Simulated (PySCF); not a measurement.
# C4H7B: the cost of one run

Method: levels as typed in each script, gas phase, geometry from GFN2-xTB; program: PySCF 2.14.0.

## Step 1: Starting geometry

SMILES `B/C=C\C=C`, 12 atoms, charge 0, spin multiplicity 1.

Bond lengths: B1–C2 1.538 Å, B1–H6 1.169 Å, B1–H7 1.171 Å, C2–C3 1.352 Å, C2–H8 1.086 Å, C3–C4 1.440 Å, C3–H9 1.087 Å, C4–C5 1.332 Å, C4–H10 1.079 Å, C5–H11 1.079 Å, C5–H12 1.076 Å. Angles: C2–B1–H6 122.4°, C2–B1–H7 118.9°, H6–B1–H7 118.7°, B1–C2–C3 127.8°, B1–C2–H8 117.5°, C3–C2–H8 114.7°, C2–C3–C4 126.2°, C2–C3–H9 119.5°, C4–C3–H9 114.4°, C3–C4–C5 122.8°, C3–C4–H10 117.1°, C5–C4–H10 120.2°, C4–C5–H11 121.7°, C4–C5–H12 122.1°, H11–C5–H12 116.3°.

Coordinates:

```xyz
12
charge 0, multiplicity 1
B    -2.1787    0.7166    0.0000
C    -1.3496   -0.5793    0.0000
C    -0.0035   -0.7023    0.0000
C     0.9486    0.3782    0.0000
C     2.2657    0.1786    0.0000
H    -1.6851    1.7767    0.0000
H    -3.3473    0.6400    0.0000
H    -1.8916   -1.5209    0.0000
H     0.4428   -1.6932    0.0000
H     0.5523    1.3821    0.0000
H     2.6878   -0.8139    0.0000
H     2.9673    0.9951    0.0000
```

## Step 2: Localised orbitals (BLYP/6-311+g**)

The input, input.py:

```python
import numpy as np
from pyscf import gto, scf, dft, lo
from pyscf.data.elements import chemcore

def solve(mol, dm0=None, hcore=None):
    mf = (dft.UKS if mol.spin else dft.RKS)(mol, xc='blyp')
    mf.grids.level = 3
    mf = mf.density_fit(auxbasis='def2-universal-jkfit')
    mf.conv_tol, mf.max_cycle = 1e-8, 80
    if hcore is not None:
        mf.get_hcore = lambda *args: hcore
    mf.kernel(dm0)
    if not mf.converged:
        mf = mf.newton().run(mf.mo_coeff, mf.mo_occ, max_cycle=30)
    assert mf.converged, 'SCF not converged'
    return mf

mol = gto.M(atom='''
B     -2.17871     0.71656     0.00000
C     -1.34958    -0.57930     0.00000
C     -0.00354    -0.70227     0.00000
C      0.94860     0.37820     0.00000
C      2.26574     0.17860     0.00000
H     -1.68510     1.77665     0.00000
H     -3.34731     0.63997     0.00000
H     -1.89156    -1.52091     0.00000
H      0.44276    -1.69322     0.00000
H      0.55229     1.38212     0.00000
H      2.68784    -0.81388     0.00000
H      2.96728     0.99510     0.00000
''', basis='6-311+g**', charge=0, spin=0, verbose=4)
mf = solve(mol)
occ_all = mf.mo_coeff[:, mf.mo_occ > 0]
occ = occ_all[:, chemcore(mol):]
loc = lo.ibo.ibo(mol, occ, iaos=lo.iao.iao(mol, occ_all))
fock, s = mf.get_fock(), mf.get_ovlp()
ortho = lo.orth_ao(mol, 'meta_lowdin')
ortho = lo.vec_lowdin(lo.iao.iao(mol, occ_all), s)
labels = lo.iao.reference_mol(mol).ao_labels(fmt=None)
vir = lo.vvo.livvo(mol, occ_all, mf.mo_coeff[:, mf.mo_occ == 0])
both = np.hstack([loc, vir])
p = (ortho.T @ s @ both) ** 2
pop = np.array([p[[l[0] == a for l in labels]].sum(0) for a in range(mol.natm)])
spd = np.array([[p[[l[0] == a and l[2][-1] == k for l in labels]].sum(0) for k in 'spd'] for a in range(mol.natm)])
eps = np.einsum('pi,pq,qi->i', both, fock, both)
for i in np.argsort(eps):
    top = np.argsort(-pop[:, i])[:3]
    print('%3d %s %9.4f Eh ' % (i + 1, 'occ' if i < loc.shape[1] else 'vir', eps[i]), '  '.join('%s%d %.3f' % (mol.atom_symbol(a), a + 1, pop[a, i]) for a in top))
np.savez('result.npz', c=both, nocc=loc.shape[1], pop=pop, spd=spd, eps=eps, e=mf.e_tot)
```

Launch:

```console
OMP_NUM_THREADS=1 python input.py
```

Q: Estimate wall time and peak memory on 1 thread of Arm Neoverse V2, shared host.

About 24 s, with a peak of 0.55 GiB.
